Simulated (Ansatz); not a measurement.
# NO2 (nitrogen dioxide) at UCCSDT/STO-3G

Aim: the electronic atomisation energy of NO2 (nitrogen dioxide) at UCCSDT/STO-3G, from 3 runs. 

Program for the calculation: Ansatz 0.2.0.

42 further runs of the same task are left out: 8 that didn't finish, 34 set aside as unsound or not needed.

### Step 1. The system as given

The species is NO2 (3 atoms), meant as a doublet with charge 0. SMILES: `[O]N=O`. The coordinates come from a GFN2-xTB relaxation.

Bond lengths: O1–N2 1.181 Å, N2–O3 1.181 Å. Angles: O1–N2–O3 137.9°.

### Step 2. A single-point energy at UCCSDT/STO-3G

job.yaml reads:

```yaml
basis:
  gaussian: {orbitals: STO-3G}
crystal:
  periodic: [false, false, false]
  atoms:
    - symbol: O
      position_ang: [0.201690, -1.092400, -0.004860]
    - symbol: N
      position_ang: [-0.247880, -0.008390, -0.136210]
    - symbol: O
      position_ang: [0.046180, 1.100790, 0.141070]
magnetization: {spin_polarized: true, initial_magnetization: 1}
correlation: {method: ccsdt, frozen_orbitals: {"N": 1, O: 1}}
accuracy: high
scf: {omitted_lower_state_checks: [cluster_reference, increment]}
```

Command:

```sh
$ ansatz run job.yaml --threads 1 --pin off --max-ram 2610MiB --events-out events.jsonl --progress --plain --runs-dir runs
```

Standard output:

```text
Warning: RAYON_NUM_THREADS=1 ignored (pool sized by the plan → 1); use --threads N
[... 15 lines left out ...]
3 core orbitals not correlated: weight in the atoms' cores, before any rotation towards them, 1.000 or more for the frozen orbitals, at most 0.000 for the correlated occupied ones
[... 37 lines left out ...]
Total energy: -5482.56020302 eV, -201.4803712481 hartree
Checks for a lower state left out: cluster_reference, increment
```

Run time: 1.6 s. Hardware: 1 thread of Arm Neoverse V1, shared host.

### Step 3. The N atom at the same level

in.yaml reads:

```yaml
crystal:
  periodic: [false, false, false]
  atoms:
    - {symbol: "N", position_ang: [0.000000, 0.000000, 0.000000]}
basis:
  gaussian: {orbitals: STO-3G}
correlation: {method: ccsdt, frozen_orbitals: {"N": 1}}
accuracy: high
scf: {omitted_lower_state_checks: [cluster_reference, increment]}
magnetization: {spin_polarized: true, initial_magnetization: 3}
```

Command:

```sh
$ ansatz run in.yaml --threads 1 --pin off --max-ram 2610MiB --events-out events.jsonl --progress --plain --runs-dir runs
```

Standard output:

```text
Warning: RAYON_NUM_THREADS=1 ignored (pool sized by the plan → 1); use --threads N
Functional definition: HF
  name "HF"
  exchange = exact_x
  correlation = 0
these checks for a lower state are left out or cut short: cluster_reference, increment
15 factors; integrals over basis functions are off by at most 1.1e-9 eV
mean field evaluation 1: about -1461.7687 eV, gradient 1.8e-14 eV
mean field evaluation 2: about -1461.7687 eV, gradient 0.0e0 eV
mean field -1461.76873496 eV, -53.7190101874 hartree, gradient 0.0e0 eV, S^2 3.750000; 0 other end points of the search recorded, 0 dependent functions left out
1 core orbitals not correlated: weight in the atoms' cores, before any rotation towards them, 1.000 or more for the frozen orbitals, at most 0.000 for the correlated occupied ones
reference -1461.76873496 eV, -53.7190101874 hartree; 4, 1 occupied and 0, 3 virtual orbitals, 15 factors
second order 0.00000000 eV of doubles, 0.00000000 eV of singles
cycle   1  0.00000000 eV  change     0.0e0 eV  update    0.0e0
cycle   2  0.00000000 eV  change     0.0e0 eV  update    0.0e0
Total energy: -1461.76873496 eV, -53.7190101874 hartree
Checks for a lower state left out: cluster_reference, increment
```

It took 0.16 s on 1 thread of Arm Neoverse V1, shared host.

### Step 4. The O atom, same level

job.yaml reads:

```yaml
crystal:
  periodic: [false, false, false]
  atoms:
    - {symbol: O, position_ang: [0.000000, 0.000000, 0.000000]}
basis:
  gaussian:
    orbitals: STO-3G
magnetization:
  spin_polarized: true
  initial_magnetization: 2
correlation:
  method: ccsdt
  frozen_orbitals: {O: 1}
accuracy: high
scf:
  omitted_lower_state_checks: [cluster_reference, increment]
```

Run the same way, it converges to -73.80415 Eh (log not shown).

### Step 5. What came out

Level: UCCSDT/STO-3G, 3 core orbitals frozen.

```
                                             quantity          value
                               molecule: total energy  -201.48037 Eh
molecule: correlation energy (3 core orbitals frozen)     -204.7 mEh
          molecule: ⟨S²⟩ of the reference determinant          1.193
                              molecule: T1 diagnostic          0.083
                                 N atom: total energy   -53.71901 Eh
   N atom: correlation energy (1 core orbital frozen)        0.0 mEh
            N atom: ⟨S²⟩ of the reference determinant          3.750
                                N atom: T1 diagnostic          0.000
                                 O atom: total energy   -73.80415 Eh
   O atom: correlation energy (1 core orbital frozen)        0.0 mEh
            O atom: ⟨S²⟩ of the reference determinant          2.000
                                O atom: T1 diagnostic          0.000
                        electronic atomisation energy       4.165 eV
```

What this shows: Taking the molecule apart into free atoms costs 4.16 eV (402 kJ/mol), before zero-point energy and without spin-orbit coupling. In a minimal basis such a difference can be off by several eV, whatever the method. ⟨S²⟩ (molecule) is 1.19 where a pure doublet has 0.75: the reference is spin-contaminated. The T1 diagnostic (molecule) of 0.083 is above the customary mark for such species, so a single reference may not serve.
